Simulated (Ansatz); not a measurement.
# GdAg2: the cost of one run

Computed with Ansatz 0.2.0 (DFT, PBEsol, all-electron LAPW, scalar-relativistic, unless a step's input says otherwise).

## Step 1: Starting point

It takes space group I4/mmm (No. 139, tetragonal). Conventional cell: a = 3.743 Å, b = 3.743 Å, c = 9.352 Å, α = 90.00°, β = 90.00°, γ = 90.00°. Gd (site symmetry 4/mmm) has 10 Ag at 3.06 to 3.10 Å as nearest neighbours. Around Ag (site symmetry 4mm) lie 5 Ag at 3.01 to 3.24 Å and 5 Gd at 3.06 to 3.10 Å.

Structure file:

```xyz
3
Lattice="-1.8715 1.8715 4.6760 1.8715 -1.8715 4.6760 1.8715 1.8715 -4.6760" Properties=species:S:1:pos:R:3 pbc="T T T"
Gd    0.0000    0.0000    0.0000
Ag    0.0000    0.0000    3.0581
Ag    0.0000    0.0000    6.2939
```

Atoms are numbered in the order of the input: Gd1, Ag2, Ag3.

## Step 2: Free moments, LAPW

input.yaml

```yaml
crystal:
  lattice:
    - [-1.8715, 1.8715, 4.676]
    - [1.8715, -1.8715, 4.676]
    - [1.8715, 1.8715, -4.676]
  atoms:
    - { symbol: Gd, position: [0.0, 0.0, 0.0], spin: 7.0 }
    - { symbol: Ag, position: [0.327, 0.327, 0.0] }
    - { symbol: Ag, position: [0.673, 0.673, 0.0] }
magnetization:
  spin_polarized: true
kpoints:
  mp_grid: { grid: [13, 13, 13] }
scf:
  occupations: { method: fermi_dirac, width: 0.05 }
hamiltonian:
  xc: pbesol
  pseudopotentials: { kind: all_electron, lapw: { basis_error: 0.001 } }
output:
  forces: true
  stress: true
  eigenvalues: false
  populations: true
```

Started as:

```bash
ansatz run input.yaml --threads 2 --pin off --max-ram 6144MiB --backend cpu --events-out ev --progress --plain --runs-dir out
```

**Question.** How long does this run take on 2 threads of Arm Neoverse V1, shared host, and how much memory does it need?

About 3.5 min, with a peak of 1.9 GiB.
